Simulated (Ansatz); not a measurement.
# Lu2SiNF2: the cost of one run

Computed with Ansatz 0.2.0 (DFT PBE, scalar-relativistic, plane waves, PAW, unless a step's input says otherwise).

### Step 1. Starting point

Symmetry: P4/nmm, No. 129, tetragonal system. Conventional cell: a = 3.439 Å, b = 3.439 Å, c = 14.611 Å, α = 90.00°, β = 90.00°, γ = 90.00°. Around Lu (site symmetry 4mm) lie 5 F at 2.43 Å and 1 N at 2.51 Å. Lu (site symmetry 4mm) has 6 F at 2.43 to 2.46 Å as nearest neighbours. Si (site symmetry 4mm) has 5 N at 2.36 to 2.43 Å and 1 F at 2.39 Å as nearest neighbours. N (site symmetry 4mm) is surrounded by 5 Si at 2.36 to 2.43 Å and 1 Lu at 2.51 Å. F (site symmetry 4mm) is surrounded by 1 Si at 2.39 Å and 5 Lu at 2.43 to 2.46 Å. F (site symmetry 4mm) is surrounded by 6 Lu at 2.43 to 2.46 Å.

As a file:

```
CELL_PARAMETERS angstrom
3.43865 0.00000 0.00000
0.00000 3.43865 0.00000
0.00000 0.00000 14.61111
ATOMIC_POSITIONS crystal
Lu 0.00000 0.50000 0.74970
Lu 0.50000 0.00000 0.91535
Lu 0.00000 0.50000 0.08465
Lu 0.50000 0.00000 0.25030
Si 0.00000 0.50000 0.41630
Si 0.50000 0.00000 0.58370
N 0.50000 0.00000 0.42189
N 0.00000 0.50000 0.57811
F 0.50000 0.00000 0.74716
F 0.00000 0.50000 0.91606
F 0.50000 0.00000 0.08394
F 0.00000 0.50000 0.25284
```

The cell is invented: species swapped into a database cell of LiNi2O2F (P4/nmm, No. 129), with Si on the Li sites, Lu on the Ni sites, F on the O sites and N on the F sites. The dimensions are guesses.

### Step 2. Probe: one point on a coarse mesh

input.yaml reads:

```yaml
crystal:
  lattice:
    - [3.43864691, 0.0, 0.0]
    - [0.0, 3.43864691, 0.0]
    - [0.0, 0.0, 14.61111483]
  atoms:
    - { symbol: Lu, position: [0.0, 0.5, 0.74969703] }
    - { symbol: Lu, position: [0.5, 0.0, 0.91535401] }
    - { symbol: Lu, position: [0.0, 0.5, 0.08464599] }
    - { symbol: Lu, position: [0.5, 0.0, 0.25030297] }
    - { symbol: Si, position: [0.0, 0.5, 0.41629899] }
    - { symbol: Si, position: [0.5, 0.0, 0.58370101] }
    - { symbol: "N", position: [0.5, 0.0, 0.42188501] }
    - { symbol: "N", position: [0.0, 0.5, 0.57811499] }
    - { symbol: F, position: [0.5, 0.0, 0.747159] }
    - { symbol: F, position: [0.0, 0.5, 0.91605699] }
    - { symbol: F, position: [0.5, 0.0, 0.08394301] }
    - { symbol: F, position: [0.0, 0.5, 0.252841] }
basis:
  ecutwfc: 420
kpoints:
  mp_grid: { grid: [6, 6, 2] }
hamiltonian:
  xc: pbe
scf:
  occupations: { method: gaussian, width: 0.1 }
  lower_state_search: "off"
output:
  forces: true
  stress: true
  eigenvalues: true
```

Command:

```sh
ansatz run input.yaml --threads 1 --pin off --max-ram 2560MiB --backend cpu --events-out ev --progress --plain --runs-dir out
```

**Question.** How long does this run take on 1 thread of Intel Xeon 6975P-C (Granite Rapids), shared host, and how much memory does it need?

About 13 s, with a peak of 0.62 GiB.
